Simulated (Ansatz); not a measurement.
# TiI2: the cost of one run

Computed with Ansatz 0.2.0 (DFT PBE, scalar-relativistic, plane waves, PAW, unless a step's input says otherwise).

## 1. The structure to begin with

Symmetry: P4/mmm, No. 123, tetragonal system. The conventional cell has a = 3.389 Å, b = 3.389 Å, c = 18.000 Å, α = 90.00°, β = 90.00°, γ = 90.00°. Ti (site symmetry 4/mmm) has 8 I at 2.90 Å as nearest neighbours. I (site symmetry 4mm) has 4 Ti at 2.90 Å and 5 I at 3.26 to 3.39 Å as nearest neighbours.

As a file:

```cif
data_structure
_symmetry_space_group_name_H-M 'P4/mmm'
_symmetry_Int_Tables_number 123
_cell_length_a 3.3892
_cell_length_b 3.3892
_cell_length_c 18.0000
_cell_angle_alpha 90.000
_cell_angle_beta 90.000
_cell_angle_gamma 90.000
_cell_volume 206.77
loop_
_atom_site_label
_atom_site_type_symbol
_atom_site_symmetry_multiplicity
_atom_site_Wyckoff_symbol
_atom_site_fract_x
_atom_site_fract_y
_atom_site_fract_z
_atom_site_occupancy
Ti1 Ti 1 b 0.00000 0.00000 0.50000 1
I1 I 2 h 0.50000 0.50000 0.40946 1
```

A structure generator made this guess: species swapped into a sheet modelled on a layer of LaI2, with Ti on the La sites. The dimensions are guesses.

Only a and b are periodic; c spans vacuum, so the box's volume, pressure and space group aren't properties of the sheet.

## 2. The guess as it stands, on a coarse mesh

input.yaml

```yaml
crystal:
  lattice:
    - [3.38924277, 0.0, 0.0]
    - [0.0, 3.38924277, 0.0]
    - [0.0, 0.0, 18.0]
  atoms:
    - { symbol: Ti, position: [0.0, 0.0, 0.5], spin: 1.0 }
    - { symbol: I, position: [0.5, 0.5, 0.40945745] }
    - { symbol: I, position: [0.5, 0.5, 0.59054255] }
  periodic: [true, true, false]
basis:
  ecutwfc: 420
kpoints:
  mp_grid: { grid: [6, 6, 1] }
hamiltonian:
  xc: pbe
scf:
  occupations: { method: gaussian, width: 0.1 }
  lower_state_search: "off"
output:
  forces: true
  stress: true
  eigenvalues: true
  populations: true
magnetization:
  spin_polarized: true
```

Command:

```console
ansatz run input.yaml --threads 1 --pin off --max-ram 2048MiB --backend cpu --events-out ev --progress --plain --runs-dir out
```

**Question.** How long does this run take on 1 thread of Arm Neoverse V2, shared host, and how much memory does it need?

About 27 s, with a peak of 0.63 GiB.
